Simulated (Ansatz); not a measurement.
# C3H9FNO2Ta: a ladder of functionals

One table from this session's results is given with a row withheld; the runs are named, their logs left out.

Program: Ansatz 0.2.0, Gaussian basis. Level of theory: functionals in def2-TZVPP. These are calculated values, not measurements.

Levels to be run: LDA (SPW92), PBE-D4, revPBE-D4, BLYP-D4, r2SCAN-D4, B97M-V, PBE0-D4, B3LYP-D4, r2SCANh-D4, r2SCAN0-D4, HSE06-D4, BHLYP-D4, CAM-B3LYP-D4, LC-ωPBE, ωB97X-V, ωB97M-V, B2PLYP; RPA on PBE.

5 further runs of the same task are left out: 5 that didn't finish.

## The relaxed structure

All runs share one geometry, relaxed beforehand with PBE0-D4 in a triple-zeta def2 set. Ta takes the def2 core potential; no spin-orbit term is included.

SMILES `C[O][Ta](=[O])([F])[N](C)C`, 17 atoms, charge 0, spin multiplicity 1.

Atoms are counted from 1 here; the program's logs count them from 0.

Bond lengths: C1–O2 1.401 Å, C1–H9 1.093 Å, C1–H10 1.094 Å, C1–H11 1.094 Å, O2–Ta3 1.892 Å, Ta3–O4 1.723 Å, Ta3–F5 1.901 Å, Ta3–N6 1.971 Å, N6–C7 1.447 Å, N6–C8 1.451 Å, C7–H12 1.098 Å, C7–H13 1.089 Å, C7–H14 1.098 Å, C8–H15 1.097 Å, C8–H16 1.097 Å, C8–H17 1.095 Å. Angles: O2–C1–H9 109.5°, O2–C1–H10 109.7°, O2–C1–H11 111.2°, H9–C1–H10 108.6°, H9–C1–H11 108.9°, H10–C1–H11 108.9°, C1–O2–Ta3 145.5°, O2–Ta3–O4 110.9°, O2–Ta3–F5 110.0°, O2–Ta3–N6 109.1°, O4–Ta3–F5 111.3°, O4–Ta3–N6 105.3°, F5–Ta3–N6 110.1°, Ta3–N6–C7 128.7°, Ta3–N6–C8 118.6°, C7–N6–C8 112.7°, N6–C7–H12 110.8°, N6–C7–H13 110.3° and more.

The first run:

in.yaml reads:

```yaml
crystal:
  periodic: [false, false, false]
  atoms:
    - {symbol: C, position_ang: [-0.752778, 3.043224, 0.402938]}
    - {symbol: O, position_ang: [-0.374673, 1.921395, -0.346379]}
    - {symbol: Ta, position_ang: [0.961601, 0.611881, -0.628304]}
    - {symbol: O, position_ang: [2.318173, 0.888711, 0.397139]}
    - {symbol: F, position_ang: [1.473069, 0.587918, -2.459045]}
    - {symbol: N, position_ang: [0.259984, -1.151747, -0.096733]}
    - {symbol: C, position_ang: [0.785447, -2.077355, 0.884008]}
    - {symbol: C, position_ang: [-0.966602, -1.623867, -0.710701]}
    - {symbol: H, position_ang: [-1.026767, 3.857604, -0.273061]}
    - {symbol: H, position_ang: [-1.619859, 2.798016, 1.022828]}
    - {symbol: H, position_ang: [0.062360, 3.378620, 1.050904]}
    - {symbol: H, position_ang: [0.054261, -2.256471, 1.683184]}
    - {symbol: H, position_ang: [1.695986, -1.679162, 1.330006]}
    - {symbol: H, position_ang: [1.017168, -3.045458, 0.421755]}
    - {symbol: H, position_ang: [-1.750087, -1.781843, 0.041352]}
    - {symbol: H, position_ang: [-0.804521, -2.570368, -1.240958]}
    - {symbol: H, position_ang: [-1.351861, -0.901599, -1.438634]}
basis:
  gaussian: {orbitals: def2-TZVPP}
hamiltonian: {xc: lda}
output: {orbitals: {seedname: orbitals}}
```

Steps of the session up to this table: LDA; PBE-D4 (GGA); revPBE-D4 (GGA); BLYP-D4 (GGA); r2SCAN-D4 (meta-GGA); B97M-V (meta-GGA); PBE0-D4 (hybrid); B3LYP-D4 (hybrid); r2SCANh-D4 (hybrid); r2SCAN0-D4 (hybrid); HSE06-D4 (hybrid); BHLYP-D4 (hybrid); CAM-B3LYP-D4 (range-separated); LC-ωPBE (range-separated); ωB97X-V (range-separated); ωB97M-V (range-separated); B2PLYP (double hybrid).

One table of the session follows, with a row left open; its other results are not shown here.

It belongs to the step «Frontier levels by functional». 

```
  functional  HOMO (eV)  gap (eV)
 LDA (SPW92)      -5.93      4.49
      PBE-D4      -5.77      4.59
   revPBE-D4      -5.71      4.63
     BLYP-D4      -5.67      4.59
   r2SCAN-D4      -6.02      5.04
      B97M-V      -6.14      5.14
     PBE0-D4      -7.09      6.78
    B3LYP-D4          ?         ?
  r2SCANh-D4      -6.52      5.86
  r2SCAN0-D4      -7.27      7.10
    HSE06-D4      -6.69      6.00
    BHLYP-D4      -8.34      8.87
CAM-B3LYP-D4      -8.45      9.12
     LC-ωPBE      -9.75     11.65
     ωB97X-V      -9.43     11.10
     ωB97M-V      -9.35     10.59
```

Estimate the missing values for B3LYP-D4.

Worked estimate for «HOMO (eV)». Against the share of exact exchange, BLYP-D4 (0, -5.67), BHLYP-D4 (0.5, -8.34) give a slope of -5.34 per unit share; at 0.2 the line stands at -6.74.

As computed: HOMO (eV): -6.88; gap (eV): 6.33. In «HOMO (eV)» the line misses by +0.14.
